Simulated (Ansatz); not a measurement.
# Zn: the cost of one run

Method: DFT PBE, scalar-relativistic, plane waves, PAW, unless a step names another level, in Ansatz 0.2.0.

3 further runs of the same task are left out: 2 that didn't finish, 1 set aside as unsound or not needed.

**1. Starting point**

It takes space group P6/mmm (No. 191, hexagonal). The conventional cell has a = 2.557 Å, b = 2.557 Å, c = 29.906 Å, α = 90.00°, β = 90.00°, γ = 120.00°. Around Zn (site symmetry 6mm) lie 6 Zn at 2.56 Å.

Structure file:

```xyz
2
Lattice="2.5575 0.0000 0.0000 -1.2787 2.2148 0.0000 0.0000 0.0000 29.9065" Properties=species:S:1:pos:R:3 pbc="T T F"
Zn    0.0000    0.0000    9.9804
Zn    0.0000    0.0000    7.0196
```

The cell was relaxed beforehand at this level, from a generated guess; it is a trial structure. At a tolerance of 0.05 Å it has layer group p6/mmm (No. 80); it has 2.83 Å²/atom, an uncorrected energy of +0.18 eV/atom over the standard state.

It is a sheet, periodic along a and b, with vacuum along c; volumes and pressures of the box carry no meaning, and space groups named for it are those of the box.

**2. Electronic structure at the relaxed geometry**

input.yaml reads:

```yaml
crystal:
  lattice:
    - [2.5574698433, 2.699e-07, 0.0]
    - [-1.2787351554, 2.2148337188, 0.0]
    - [0.0, 0.0, 29.9064687634]
  atoms:
    - { symbol: Zn, position: [0.0, 0.0, 0.3337210826] }
    - { symbol: Zn, position: [0.0, 0.0, 0.2347178106] }
  periodic: [true, true, false]
basis:
  ecutwfc: 420
kpoints:
  mp_grid: { grid: [24, 24, 1] }
  band_path:
    path:
      - [0.0, 0.0, 0.0]
      - [0.5, 0.0, 0.0]
      - [0.33333333, 0.33333333, 0.0]
      - [0.0, 0.0, 0.0]
    npoints: 14
hamiltonian:
  xc: pbe
scf:
  occupations: { method: gaussian, width: 0.1 }
  n_extra_bands: 6
output:
  forces: true
  stress: true
  eigenvalues: true
  populations: true
  dos: { projected: true, de: 0.02, nscf_kmesh: { grid: [29, 29, 1] } }
  bader: true
  write_density: true
  write_potential: true
  elf: true
  volumetric_format: npy
```

Run with:

```sh
> ansatz run input.yaml --threads 1 --pin off --max-ram 2048MiB --backend cpu --events-out ev --progress --plain --runs-dir out
```

**Question.** How long does this run take on 1 thread of Intel Xeon 6975P-C (Granite Rapids), shared host, and how much memory does it need?

About 25 s, with a peak of 0.54 GiB.
